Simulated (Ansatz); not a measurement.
# CH3ClOSi: shift of H7 from Si3 to C2, part 2 of 2

Wanted: the energy profile along the shift of H7 from Si3 to C2, from relaxed end points and a band of images. SMILES of the start: OC=[SiH]Cl.

Ansatz 0.2.0; RKS PBE-D4/6-31G. Earlier steps stand in the parts before.

**7. The band again, with other settings**

crystal.atoms is end A as relaxed above, and neb.final_atoms is end B, turned to lie on A. With 5 inner images the band has 7 in all.

input.yaml reads:

```yaml
crystal:
  periodic: [false, false, false]
  atoms:
    - { symbol: O, position_ang: [-0.708757, 1.407877, -0.205517] }
    - { symbol: C, position_ang: [0.142687, 0.658055, 0.529929] }
    - { symbol: Si, position_ang: [0.188146, -1.199841, 0.514031] }
    - { symbol: Cl, position_ang: [-0.790089, -1.427949, -1.53481] }
    - { symbol: H, position_ang: [-1.071629, 0.860299, -0.970114] }
    - { symbol: H, position_ang: [0.578042, 1.25166, 1.344463] }
    - { symbol: H, position_ang: [1.661591, -1.550101, 0.322018] }
basis:
  gaussian: { orbitals: "6-31G" }
hamiltonian:
  xc: pbe
  dispersion: d4
neb:
  order_check: false
  images: 5
  f_tol: 0.05
  max_iterations: 60
  initial_path: linear
  final_atoms:
    - { symbol: O, position_ang: [-0.14962832, 1.24326864, -0.39183092] }
    - { symbol: C, position_ang: [0.44053893, 0.26440441, 0.48054908] }
    - { symbol: Si, position_ang: [-0.14170887, -1.62243898, 0.54481443] }
    - { symbol: Cl, position_ang: [-1.4303934, -1.48068278, -1.31544512] }
    - { symbol: H, position_ang: [-0.64757427, 0.78190808, -1.1182781] }
    - { symbol: H, position_ang: [0.38625492, 0.65332344, 1.51970941] }
    - { symbol: H, position_ang: [1.542502, 0.16021719, 0.28048122] }
```

Launch:

```
> ansatz run input.yaml --threads 1 --pin off --max-ram 2048MiB --backend cpu --events-out ev --progress --plain --runs-dir out
```

Log, shortened:

```text
Warning: RAYON_NUM_THREADS=1 ignored (pool sized by the plan → 1); use --threads N
[...]
Functional definition: PBE
[...]
631 factors; integrals over basis functions are off by at most 2.0e-4 eV
[...]
mean field -23516.72537482 eV, -864.2237173157 hartree, gradient 1.6e-5 eV, S^2 0.000000; 0 other end points of the search recorded, 0 dependent functions left out
[...]
reference -23516.72540216 eV, -864.2237183205 hartree; 24, 24 occupied and 26, 26 virtual orbitals, 631 factors
631 factors; integrals over basis functions are off by at most 1.6e-4 eV
[...]
mean field -23517.09487308 eV, -864.2372961261 hartree, gradient 6.1e-6 eV, S^2 0.000000; 0 other end points of the search recorded, 0 dependent functions left out
[...]
reference -23517.09489951 eV, -864.2372970976 hartree; 24, 24 occupied and 26, 26 virtual orbitals, 631 factors
[...]
NEB iter   8: max|band force component| = 3.362e-2 eV/Å  barrier→ = 0.2769 eV  barrier← = 0.6418 eV  CI = image 3  Δτ_max = 0.0000 Å  (238 SCF iters)
Total energy: -23516.61383839 eV, -864.2196184274 hartree
Atom 0 at     0.035900     1.282604    -0.533517 Å, force     0.001154     0.012797     0.006075 eV/Å
Atom 1 at     0.241783     0.496774     0.533388 Å, force     0.004092    -0.005233    -0.003702 eV/Å
Atom 2 at    -0.399535    -1.284772     0.853425 Å, force    -0.008344    -0.005819     0.001694 eV/Å
Atom 3 at    -1.361000    -1.291228    -1.282826 Å, force    -0.001812    -0.000847    -0.003073 eV/Å
Atom 4 at    -0.573886     0.801153    -1.186327 Å, force     0.001123    -0.008791     0.003135 eV/Å
Atom 5 at     0.893036     0.989107     1.271414 Å, force     0.000630     0.007170    -0.004066 eV/Å
Atom 6 at     1.163692    -0.993637     0.344443 Å, force     0.003156     0.000723    -0.000062 eV/Å
Dipole moment:     0.288654     0.372405     0.373489 e Å
this run last wrote the band of iteration 8 to <dir>
```

Wall time 87 s (1 thread of Arm Neoverse V1, shared host); peak memory 0.097 GiB.

**8. What the band shows**

Images 0 and 6 are the ends. Energies count from image 0; the path length is the program's own measure over all atoms.

| image | path (Å) | energy (eV) | H7–Si3 (Å) | H7–C2 (Å) | band force (eV/Å) |
| --- | --- | --- | --- | --- | --- |
| 0 | 0.000 | 0.0000 | 1.53 | 2.69 | - |
| 1 | 0.401 | 0.0562 | 1.54 | 2.44 | 0.007 |
| 2 | 0.802 | 0.1870 | 1.59 | 2.13 | 0.034 |
| 3* | 1.203 | 0.2769 | 1.67 | 1.76 | 0.013 |
| 4 | 1.665 | -0.0315 | 1.92 | 1.28 | 0.014 |
| 5 | 2.127 | -0.3269 | 2.33 | 1.14 | 0.008 |
| 6 | 2.590 | -0.3649 | 2.47 | 1.12 | - |

The star marks the climbing image.

image, energy (eV) and a bar:
```
        0      0.000 #################
        1      0.056 ####################
        2      0.187 ##########################
        3      0.277 ##############################
        4     -0.031 ################
        5     -0.327 ##
        6     -0.365
```

**9. Dynamics from the top**

It starts at the highest inner image of the first converged band: 200 steps of 0.5 fs at constant energy, with velocities drawn for 300 K.

input.yaml reads:

```yaml
crystal:
  periodic: [false, false, false]
  atoms:
    - { symbol: O, position_ang: [-0.440562, 1.290221, -0.259857] }
    - { symbol: C, position_ang: [0.095657, 0.438223, 0.625449] }
    - { symbol: Si, position_ang: [0.117076, -1.482948, 0.571374] }
    - { symbol: Cl, position_ang: [-0.927066, -1.40445, -1.525609] }
    - { symbol: H, position_ang: [-0.893063, 0.759492, -0.997115] }
    - { symbol: H, position_ang: [0.593019, 0.976611, 1.44649] }
    - { symbol: H, position_ang: [1.45493, -0.577149, 0.139267] }
basis:
  gaussian: { orbitals: "6-31G" }
hamiltonian:
  xc: pbe
  dispersion: d4
md:
  timestep: 0.5
  n_steps: 200
  ensemble: nve
  temperature: 300.0
  initial_velocities: maxwell_boltzmann
  seed: 12242
```

Launch:

```
> ansatz run input.yaml --threads 1 --pin off --max-ram 2048MiB --backend cpu --events-out ev --progress --plain --runs-dir out
```

Log, shortened:

```text
Warning: RAYON_NUM_THREADS=1 ignored (pool sized by the plan → 1); use --threads N
[...]
Functional definition: PBE
[...]
630 factors; integrals over basis functions are off by at most 1.9e-4 eV
[...]
mean field -23516.44339487 eV, -864.2133547436 hartree, gradient 3.9e-5 eV, S^2 0.000000; 0 other end points of the search recorded, 0 dependent functions left out
[...]
reference -23516.44342168 eV, -864.2133557289 hartree; 24, 24 occupied and 26, 26 virtual orbitals, 630 factors
md step     0: t =     0.00 fs  T =   300.0 K  F+E_penalty+E_count = -23516.61368538 eV  E_kin = 0.193890 eV  conserved = -23516.41979538 eV  (24 SCF iters)
[...]
md step    25: t =    12.50 fs  T =   122.0 K  F+E_penalty+E_count = -23516.49722189 eV  E_kin = 0.078859 eV  conserved = -23516.41836249 eV  (29 SCF iters)
[...]
md step    50: t =    25.00 fs  T =   536.0 K  F+E_penalty+E_count = -23516.76489233 eV  E_kin = 0.346411 eV  conserved = -23516.41848123 eV  (28 SCF iters, 3 dispersion substeps)
[...]
md step    75: t =    37.50 fs  T =   898.3 K  F+E_penalty+E_count = -23516.99981936 eV  E_kin = 0.580599 eV  conserved = -23516.41922076 eV  (27 SCF iters, 3 dispersion substeps)
[...]
md step   100: t =    50.00 fs  T =   398.4 K  F+E_penalty+E_count = -23516.67719760 eV  E_kin = 0.257477 eV  conserved = -23516.41972034 eV  (28 SCF iters, 3 dispersion substeps)
md step   101: t =    50.50 fs  T =   377.1 K  F+E_penalty+E_count = -23516.66346643 eV  E_kin = 0.243694 eV  conserved = -23516.41977277 eV  (27 SCF iters, 3 dispersion substeps)
```

**10. The log goes on: dynamics from the highest image of the converged band**

Output, continued, shortened:

```text
md step   102: t =    51.00 fs  T =   336.9 K  F+E_penalty+E_count = -23516.63731594 eV  E_kin = 0.217770 eV  conserved = -23516.41954596 eV  (28 SCF iters, 3 dispersion substeps)
[...]
md step   126: t =    63.00 fs  T =   720.7 K  F+E_penalty+E_count = -23516.88529317 eV  E_kin = 0.465797 eV  conserved = -23516.41949660 eV  (29 SCF iters, 3 dispersion substeps)
[...]
md step   150: t =    75.00 fs  T =   858.0 K  F+E_penalty+E_count = -23516.97397464 eV  E_kin = 0.554507 eV  conserved = -23516.41946813 eV  (27 SCF iters, 3 dispersion substeps)
[...]
md step   174: t =    87.00 fs  T =   370.1 K  F+E_penalty+E_count = -23516.65806087 eV  E_kin = 0.239209 eV  conserved = -23516.41885209 eV  (28 SCF iters, 3 dispersion substeps)
[...]
md step   200: t =   100.00 fs  T =   704.7 K  F+E_penalty+E_count = -23516.87370946 eV  E_kin = 0.455479 eV  conserved = -23516.41823004 eV  (26 SCF iters, 3 dispersion substeps)
Total energy: -23516.87373641 eV, -864.2291695034 hartree
Atom 0 at    -0.294671     1.425237    -0.239933 Å, force    -0.379183     0.260197     0.003240 eV/Å
Atom 1 at     0.055996     0.438719     0.708615 Å, force     1.985461     1.173401     1.982999 eV/Å
Atom 2 at     0.164877    -1.452626     0.489968 Å, force    -0.620958    -0.620039    -0.313080 eV/Å
Atom 3 at    -0.995965    -1.522070    -1.527135 Å, force     0.348787     0.120244     0.339283 eV/Å
Atom 4 at    -0.650947     1.036851    -1.081320 Å, force     0.024753    -0.275227     0.142557 eV/Å
Atom 5 at    -0.233008     0.792298     1.806754 Å, force     0.159191    -0.682566    -1.799381 eV/Å
Atom 6 at     1.287081     0.472608     0.877805 Å, force    -1.518051     0.023990    -0.355619 eV/Å
Dipole moment:     0.222031     0.031759     0.433379 e Å
```

It took 6.5 min on 1 thread of Arm Neoverse V1, shared host; peak memory 0.093 GiB.

**11. The trajectory**

The trajectory, every 15 steps (energies from step 0):

| time (fs) | T (K) | potential energy change (meV/atom) | total energy change (meV/atom) | H7–Si3 (Å) | H7–C2 (Å) |
| --- | --- | --- | --- | --- | --- |
| 0.0 | 300 | 0.0 | 0.00 | 1.67 | 1.76 |
| 7.5 | 67 | 21.7 | 0.26 | 1.71 | 1.74 |
| 15.0 | 209 | 8.4 | 0.05 | 1.68 | 1.62 |
| 22.5 | 463 | -15.0 | 0.05 | 1.79 | 1.40 |
| 30.0 | 734 | -39.8 | 0.25 | 2.10 | 1.12 |
| 37.5 | 898 | -55.2 | 0.08 | 2.55 | 1.17 |
| 45.0 | 797 | -45.9 | -0.01 | 2.80 | 1.15 |
| 52.5 | 196 | 9.9 | 0.30 | 2.82 | 1.05 |
| 60.0 | 511 | -19.3 | 0.22 | 2.94 | 1.17 |
| 67.5 | 1009 | -65.4 | 0.08 | 2.67 | 1.15 |
| 75.0 | 858 | -51.5 | 0.05 | 2.21 | 1.11 |
| 82.5 | 349 | -4.3 | 0.24 | 1.94 | 1.29 |
| 90.0 | 356 | -5.0 | 0.11 | 1.96 | 1.18 |
| 97.5 | 686 | -35.5 | 0.07 | 2.19 | 1.22 |
| 100.0 | 705 | -37.1 | 0.22 | 2.26 | 1.24 |

time (fs), T (K) and a bar:
```
      0.0        300 #######
      4.5        223 ####
      8.5         73 
     13.0         96 #
     17.5        198 ####
     21.5        446 ###########
     26.0        673 ##################
     30.5        785 #####################
     35.0        933 ##########################
     39.0        885 ########################
     43.5        918 #########################
     48.0        381 #########
     52.0        232 #####
     56.5        527 ##############
     61.0        601 ################
     65.0        787 #####################
     69.5       1073 ##############################
     74.0        956 ##########################
     78.5        560 ###############
     82.5        349 ########
     87.0        370 #########
     91.5        353 ########
     95.5        555 ##############
    100.0        705 ###################
```

Bonds that form or break, judged by distance (formed within 1.15 times the sum of covalent radii and held on average over 12 fs, broken when stretched by half; pairs already stretched at the start don't count as bonds):

| time (fs) | bond | event |
| --- | --- | --- |
| 27.5 | C2–H7 | forms |

The last frame stands with the bonds of end B.

**12. A trajectory let go at the top**

It starts at the highest inner image of the first converged band: 200 steps of 0.5 fs at constant energy, with velocities drawn for 100 K.

input.yaml: that of step 9 with these lines changed.

```diff
@@ -19,4 +19,4 @@
   ensemble: nve
-  temperature: 300.0
+  temperature: 100.0
   initial_velocities: maxwell_boltzmann
-  seed: 12242
+  seed: 12243
```

Launch:

```
> ansatz run input.yaml --threads 1 --pin off --max-ram 2048MiB --backend cpu --events-out ev --progress --plain --runs-dir out
```

Log, shortened:

```text
Warning: RAYON_NUM_THREADS=1 ignored (pool sized by the plan → 1); use --threads N
[...]
Functional definition: PBE
[...]
630 factors; integrals over basis functions are off by at most 1.9e-4 eV
[...]
mean field -23516.44339487 eV, -864.2133547436 hartree, gradient 3.9e-5 eV, S^2 0.000000; 0 other end points of the search recorded, 0 dependent functions left out
[...]
reference -23516.44342168 eV, -864.2133557289 hartree; 24, 24 occupied and 26, 26 virtual orbitals, 630 factors
md step     0: t =     0.00 fs  T =   100.0 K  F+E_penalty+E_count = -23516.61368538 eV  E_kin = 0.064630 eV  conserved = -23516.54905538 eV  (24 SCF iters)
[...]
md step    24: t =    12.00 fs  T =    52.4 K  F+E_penalty+E_count = -23516.58274052 eV  E_kin = 0.033838 eV  conserved = -23516.54890222 eV  (25 SCF iters)
[...]
md step    48: t =    24.00 fs  T =   172.2 K  F+E_penalty+E_count = -23516.66005923 eV  E_kin = 0.111290 eV  conserved = -23516.54876925 eV  (24 SCF iters)
[...]
md step    72: t =    36.00 fs  T =   307.8 K  F+E_penalty+E_count = -23516.74772572 eV  E_kin = 0.198917 eV  conserved = -23516.54880890 eV  (24 SCF iters)
[...]
md step    96: t =    48.00 fs  T =   302.6 K  F+E_penalty+E_count = -23516.74447056 eV  E_kin = 0.195563 eV  conserved = -23516.54890732 eV  (24 SCF iters)
md step    97: t =    48.50 fs  T =   307.2 K  F+E_penalty+E_count = -23516.74749107 eV  E_kin = 0.198526 eV  conserved = -23516.54896529 eV  (29 SCF iters)
md step    98: t =    49.00 fs  T =   309.8 K  F+E_penalty+E_count = -23516.74920842 eV  E_kin = 0.200210 eV  conserved = -23516.54899863 eV  (29 SCF iters)
```

**13. More of the same log: dynamics from the highest image of the converged band**

Output, continued, shortened:

```text
md step    99: t =    49.50 fs  T =   309.7 K  F+E_penalty+E_count = -23516.74912414 eV  E_kin = 0.200131 eV  conserved = -23516.54899298 eV  (29 SCF iters)
[...]
md step   124: t =    62.00 fs  T =   316.2 K  F+E_penalty+E_count = -23516.75315083 eV  E_kin = 0.204349 eV  conserved = -23516.54880213 eV  (23 SCF iters)
[...]
md step   149: t =    74.50 fs  T =   264.1 K  F+E_penalty+E_count = -23516.71961836 eV  E_kin = 0.170711 eV  conserved = -23516.54890767 eV  (27 SCF iters)
[...]
md step   174: t =    87.00 fs  T =   262.6 K  F+E_penalty+E_count = -23516.71867336 eV  E_kin = 0.169726 eV  conserved = -23516.54894687 eV  (23 SCF iters)
[...]
md step   199: t =    99.50 fs  T =   289.4 K  F+E_penalty+E_count = -23516.73579692 eV  E_kin = 0.187054 eV  conserved = -23516.54874273 eV  (24 SCF iters)
[...]
md step   200: t =   100.00 fs  T =   289.0 K  F+E_penalty+E_count = -23516.73555974 eV  E_kin = 0.186797 eV  conserved = -23516.54876273 eV  (26 SCF iters)
Total energy: -23516.73558775 eV, -864.2240926338 hartree
Atom 0 at    -0.552725     1.403369    -0.029915 Å, force    -0.036823    -0.282980    -0.385304 eV/Å
Atom 1 at     0.289498     0.477925     0.491683 Å, force     0.081205     0.078566     0.573231 eV/Å
Atom 2 at     0.021941    -1.399335     0.548856 Å, force     0.141032     0.510942    -0.624733 eV/Å
Atom 3 at    -0.869357    -1.505367    -1.567853 Å, force    -0.342625     0.037801     0.161347 eV/Å
Atom 4 at    -1.185137     1.015804    -0.728929 Å, force     0.541122    -0.053708     0.455802 eV/Å
Atom 5 at     1.011509     0.971750     1.198858 Å, force    -0.586037    -0.239109    -0.405140 eV/Å
Atom 6 at     1.420136    -1.878100     0.176051 Å, force     0.202125    -0.051511     0.224795 eV/Å
Dipole moment:     0.211318     0.404529     0.394049 e Å
```

Run time: 6.4 min. Hardware: 1 thread of Arm Neoverse V1, shared host; peak memory 0.092 GiB.

**14. The trajectory**

One step in 15; energies are changes from step 0:

| time (fs) | T (K) | potential energy change (meV/atom) | total energy change (meV/atom) | H7–Si3 (Å) | H7–C2 (Å) |
| --- | --- | --- | --- | --- | --- |
| 0.0 | 100 | 0.0 | 0.00 | 1.67 | 1.76 |
| 7.5 | 38 | 5.8 | 0.04 | 1.65 | 1.82 |
| 15.0 | 59 | 3.8 | 0.03 | 1.62 | 1.89 |
| 22.5 | 166 | -6.1 | 0.01 | 1.61 | 2.06 |
| 30.0 | 244 | -13.3 | 0.05 | 1.57 | 2.32 |
| 37.5 | 324 | -20.7 | 0.01 | 1.56 | 2.63 |
| 45.0 | 298 | -18.3 | 0.03 | 1.55 | 2.86 |
| 52.5 | 302 | -18.7 | 0.03 | 1.52 | 2.95 |
| 60.0 | 333 | -21.5 | 0.01 | 1.52 | 2.93 |
| 67.5 | 287 | -17.3 | 0.04 | 1.51 | 2.82 |
| 75.0 | 266 | -15.3 | 0.01 | 1.53 | 2.75 |
| 82.5 | 248 | -13.7 | 0.03 | 1.52 | 2.66 |
| 90.0 | 276 | -16.3 | 0.03 | 1.55 | 2.64 |
| 97.5 | 316 | -19.9 | 0.01 | 1.52 | 2.62 |
| 100.0 | 289 | -17.4 | 0.04 | 1.52 | 2.63 |

time (fs), T (K) and a bar:
```
      0.0        100 #######
      4.5         64 ###
      8.5         33 
     13.0         44 #
     17.5         87 #####
     21.5        154 ############
     26.0        207 ##################
     30.5        253 ######################
     35.0        302 ############################
     39.0        320 #############################
     43.5        307 ############################
     48.0        303 ############################
     52.0        298 ###########################
     56.5        313 #############################
     61.0        326 ##############################
     65.0        316 #############################
     69.5        292 ##########################
     74.0        262 #######################
     78.5        241 #####################
     82.5        248 ######################
     87.0        263 #######################
     91.5        304 ############################
     95.5        316 #############################
    100.0        289 ##########################
```

The last frame stands with the bonds of end A.

**15. Summary of results**

This closing draws on all 2 parts.

```
                                quantity                                                     value
                                   end A                                   9 moves, 0.593 eV lower
                                   end B                                  11 moves, 4.259 eV lower
            first band: barrier forwards                                                   0.28 eV
           first band: barrier backwards                                                   0.64 eV
first band: second end relative to first                                                 -0.365 eV
               first band: highest image                                     3 of 0 to 6, climbing
             first band: band iterations                                                        11
              imaginary modes at the top                                                 595i cm⁻¹
                             second band  top 0.277 eV above image 0, 8 iterations, 5 inner images
             time, first and second band                                          1.9 min and 87 s
       trajectory at 300 K, after 100 fs                         with the bonds of end B, at 705 K
       trajectory at 100 K, after 100 fs                         with the bonds of end A, at 289 K
```

In words: In the first band: the barrier from the first end is 0.28 eV, 11 times kT at 300 K. The second end lies 0.36 eV below the first, so the way back costs 0.64 eV. By distance, end A alone has Si3–H7 and end B alone has C2–H7. One imaginary mode, as a first-order saddle point has. The second band's top agrees with the first's to 1 meV, so the changed settings hardly move the height. Zero-point energy and entropy are left out. Tunnelling, which matters where hydrogen moves, is missing too. Semilocal functionals tend to give barriers that are too low. The basis is very small, so the numbers are rough.
